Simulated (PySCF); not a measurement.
# MoO4 ([MoO4]2-): the cost of one run

Computed with PySCF 2.14.0 and routines of our own; the level stands in each step. Atoms count from 0.

3 further runs of the same task are left out: 3 for a basis unfit for spin-orbit shieldings.

### Step 1. The system as given

5 atoms, charge -2, multiplicity 1; geometry from: GFN2-xTB.

### Step 2. NMR shieldings: PBE/pcSseg-1 Mo:x2c-TZVPall-2c, spin-free

What the job is given:

```
{"job": {"xc": "PBE", "basis": {"default": "pcSseg-1", "Mo": "x2c-TZVPall-2c"}, "rel": "sf", "kind": "hnmr"}, "charge": -2, "multiplicity": 1}
Mo    -0.000770    -0.000020     0.000380
O      0.010420    -0.017700     1.700210
O      1.598490     0.010230    -0.576940
O     -0.807910     1.392550    -0.547160
O     -0.800230    -1.385070    -0.576500
```

Method: PBE/pcSseg-1 Mo:x2c-TZVPall-2c GIAO NMR shielding, spin-free X2C, Gaussian nuclei, gas phase.

The run is started by

```bash
$ OMP_NUM_THREADS=1 python heavy_run.py task.json out
```

The driver reads the jobs from task.json and runs them one after another.

**Question.** How long does this first job take on 1 thread of Arm Neoverse V2, shared host, and how much memory does it need?

About 9.7 s, with a peak of 0.78 GiB.
